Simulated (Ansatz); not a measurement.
# Ni (Nickel): the cost of one run

Computed with Ansatz 0.2.0, driven from Python. The levels of theory stand in the script.

### Step 1. Starting point

It takes space group Fm-3m (No. 225, cubic). Conventional cell: a = 3.524 Å, b = 3.524 Å, c = 3.524 Å, α = 90.00°, β = 90.00°, γ = 90.00°. Ni (site symmetry m-3m) is surrounded by 12 Ni at 2.49 Å.

No structure file is read: the coordinates are typed or built in the script.

### Step 2. The script

File lattice.py:

```python
# -*- coding: utf-8 -*-
'''How the lattice of Ni depends on the functional.'''

import warnings

import ansatz as az
import numpy as np

def edges_and_angles(cell):
    cell = np.asarray(cell)
    a, b, c = np.linalg.norm(cell, axis=1)
    cosines = cell[1] @ cell[2] / (b * c), cell[0] @ cell[2] / (a * c), cell[0] @ cell[1] / (a * b)
    return (a, b, c, *np.degrees(np.arccos(cosines)))

warnings.simplefilter('ignore', az.DeckWarning)

xtal = (
    az.Lattice.from_parameters(2.491752, 2.491752, 2.491752, alpha=60.0, beta=60.0, gamma=60.0)
    .atom('Ni', [0.0, 0.0, 0.0])
    .moments(Ni=1.0)
)

calculation = (
    xtal.calculation()
    .basis(420)
    .kpoints(14, center='gamma')
    .occupations('cold', width=300 * az.meV)
    .spin(az.SpinTreatment.COLLINEAR)
    .initial_density(normalization='cell')
    .scf(self_checks='high')
    .relax(cell=True, force_tolerance=0.01)
)

levels = [('r2scan', 'rvv10'), ('pbe', 'd4'), ('revpbe', 'd3bj')]
print('level            a       b       c    alpha   beta  gamma  V/atom  steps')
for name, dispersion in levels:
    seen = []
    run = calculation.functional(name, dispersion=dispersion).session().plan()
    res = run.execute(on_event=lambda e: seen.append(e) if e['event'] == 'relax_step' else None)
    cell = res.lattice.cell_ang
    label = name if dispersion == 'none' else f'{name}+{dispersion}'
    print('{:13s} {:7.4f} {:7.4f} {:7.4f} {:6.2f} {:6.2f} {:6.2f}'.format(label, *edges_and_angles(cell)), f'{abs(np.linalg.det(cell)) / len(res.lattice.sites):7.3f} {len(seen):5d}')
```

### Step 3. Launch

Started as:

```bash
python lattice.py
```

Q: Estimate wall time and peak memory on 1 thread of Arm Neoverse V2, shared host.

About 62 s, with a peak of 0.42 GiB.
